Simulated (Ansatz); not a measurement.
BH6NOSi2, SMILES [SiH3]OB1N[SiH2]1: vertical spin-state energies, run with Ansatz's Python interface.

`run_spin.py`:
```python
import logging
import sys
import warnings

import ansatz

logging.basicConfig(stream=sys.stdout, format='%(name)s: %(message)s')
logger = logging.getLogger('ansatz_job')
logger.setLevel(logging.INFO)

BASIS = 'def2-TZVP'
FUNCTIONAL = 'r2scan0'

GEOMETRY = '''
Si   -1.81130    0.35170    0.65150
O    -0.38980    1.21020    0.98090
B     0.62680    0.37900    0.38250
N     1.73760   -0.76830    0.48440
Si    1.82220   -0.18510   -1.15110
H    -2.98000    1.18880    1.19000
H    -2.01790    0.27160   -0.81150
H    -1.81970   -0.92050    1.25540
H     1.10640   -1.64210    0.49300
H     2.83320    0.86930   -1.32500
H     0.95800   -0.81180   -2.12940
'''


def main() -> None:
    warnings.simplefilter('ignore', ansatz.DeckWarning)

    bh6nosi2 = ansatz.Crystal.molecule()
    for line in GEOMETRY.strip().splitlines():
        symbol, *xyz = line.split()
        bh6nosi2 = bh6nosi2.atom(symbol, [float(v) for v in xyz])

    calculation = (
        bh6nosi2.calculation()
        .basis(gaussian=BASIS)
        .functional(FUNCTIONAL)
    )
    found = {}
    for unpaired in [0, 2, 4]:
        report = calculation.spin('collinear', total=unpaired).run().report
        s = unpaired / 2
        found[unpaired] = report['free_energy_ev']
        logger.info(f'2S+1 = {unpaired + 1}: E = {found[unpaired]:.5f} eV, <S^2> = {abs(report["mean_field"]["state"]["spin_squared"]):.3f} (pure state {s * (s + 1):.2f})')
    lowest = min(found, key=found.get)
    for unpaired, e in found.items():
        logger.info(f'multiplicity {unpaired + 1}: {(e - found[lowest]):.3f} eV above the lowest')


if __name__ == '__main__':
    main()
```

Which spin state is lowest at this geometry, and how far above lie the others?

In order: multiplicity 1 (+0.00 eV), multiplicity 3 (+1.73 eV) and multiplicity 5 (+7.08 eV), all at the one geometry.

The output:

```console
$ python run_spin.py
ansatz_job: 2S+1 = 1: E = -20063.36282 eV, <S^2> = 0.000 (pure state 0.00)
ansatz_job: 2S+1 = 3: E = -20061.62804 eV, <S^2> = 2.012 (pure state 2.00)
ansatz_job: 2S+1 = 5: E = -20056.28669 eV, <S^2> = 6.017 (pure state 6.00)
ansatz_job: multiplicity 1: 0.000 eV above the lowest
ansatz_job: multiplicity 3: 1.735 eV above the lowest
ansatz_job: multiplicity 5: 7.076 eV above the lowest
```

Total energies depend on the basis set; only differences at equal settings carry meaning. The geometry is a force-field or estimated start, not a minimum of this method, and the basis set is short of its limit. All parts are taken at fixed geometry, without zero-point energy. Finished in 67 s on 1 thread of Intel(R) Xeon(R) Processor @ 2.30GHz, on a shared host, peak memory 0.76 GiB.
